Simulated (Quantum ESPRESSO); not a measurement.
GaGe in Quantum ESPRESSO: the effect of target pressure

GaGe:

```xyz
2
Lattice="0.0000 2.8978 2.8978 2.8978 0.0000 2.8978 2.8978 2.8978 0.0000" Properties=species:S:1:pos:R:3 pbc="T T T"
Ge    0.0000    0.0000    0.0000
Ga    1.4489    1.4489    1.4489
```

The cell comes from a database or a generator and needn't be the stable form of this composition.

Alike in all runs:

* Program: Quantum ESPRESSO 7.5
* Task: phonons
* Functional: LDA
* Potentials or basis: GBRV 1.5 LDA
* Cutoff: 762 eV
* Density cutoff: 6095 eV
* k mesh: 7 × 7 × 7
* Occupations: cold, width 0.2 eV
* Spin: no spin polarisation

Each run relaxes the cell or the atoms first.

```csv
target pressure,relaxed volume (Å³/atom),highest phonon frequency (cm⁻¹)
0 GPa,?,?
5 GPa,20.92,208
10 GPa,19.78,237
20 GPa,18.20,284
40 GPa,16.27,344
```

**Question.** What does the run with target pressure 0 GPa give?

**Answer.** Relaxed volume 22.44 Å³/atom; highest phonon frequency 176 cm⁻¹.

Worked out: In Murnaghan's law V^(-B') rises as a straight line in P. The other rows fit best with B' = 4.1, V0 = 22.50 Å³/atom and B0 = 59 GPa, which gives 22.50 Å³/atom at 0 GPa, against the run's 22.44. A parabola through the other rows of the highest phonon frequency, of slope 6.55 cm⁻¹ per GPa there, extrapolates to 177 cm⁻¹, against the run's 176.

Caveats: the mesh is thin for the phonons of a metal; the cell is more than 3 GPa from zero pressure, which shifts response properties (some runs); the volume moved by over 15 % at a fixed basis, so the end points are rough (some runs).

Runs at the PBE level aren't shown here.
